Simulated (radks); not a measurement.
**Ionising gold step by step, Au²⁰⁺ to Au³⁹⁺**

An exercise on one series of results from a longer session: the logs are not shown, and one member is left open.

The numbers are computed with radks (a radial shooting solver on a logarithmic mesh, Libxc functionals) version 1 (scalar-relativistic Kohn-Sham, LDA (Slater exchange, VWN5 correlation), spin-polarised, spherical densities, finite nucleus; open shells are filled with parallel spins first), except any that are marked as measured or tabulated.

### The system

| Item | Value |
| --- | --- |
| element | gold (Z = 79) |
| charges | 20 to 39 |
| first configuration | [Kr] 4d10 4f12 5s1 |
| last configuration | [Kr] 4d4 |

Outer shells as boxes (Hund's rule):

Au²⁰⁺
```
[Kr] core
4d [↑↓][↑↓][↑↓][↑↓][↑↓]
4f [↑↓][↑↓][↑↓][↑↓][↑↓][↑ ][↑ ]
5s [↑ ]
```

Au³⁹⁺
```
[Kr] core
4d [↑ ][↑ ][↑ ][↑ ][  ]
```

The first run:

Input:

```text
Z 79
configuration [Kr] 4d10 4f12 5s1
relativity scalar-relativistic
functional lda,vwn5
spin polarised
nucleus finite rms 5.4371 fm
c 137.035999084
```

Among the steps run: Au²⁰⁺, [Kr] 4d10 4f12 5s1.

One of the session's tables, all rows but one given; the rest of the session is left out.

It belongs to the step «Au²⁰⁺, [Kr] 4d10 4f12 5s1». Radial moments (bohr):

```
  level     <r>  outermost maximum (interpolated)  90 % within  nodes
  4p up  0.4273                             0.400        0.618      2
4p down  0.4272                             0.400        0.618      2
  4d up  0.4458                             0.405        0.661      1
4d down  0.4457                             0.406        0.660      1
  4f up       ?                                 ?            ?      ?
4f down  0.4552                             0.363        0.710      0
  5s up  0.8092                             0.788         1.13      4
5s down  0.8095                             0.787         1.13      4
```

Estimate the missing values for 4f up.

The run gave: <r>: 0.4554; outermost maximum (interpolated): 0.363; 90 % within: 0.710; nodes: 0. In the column «<r>» it lies between 4f down (0.4552) and 5s up (0.8092).

To keep in mind: Open shells are spherical and high-spin; term and fine-structure splittings are not resolved.
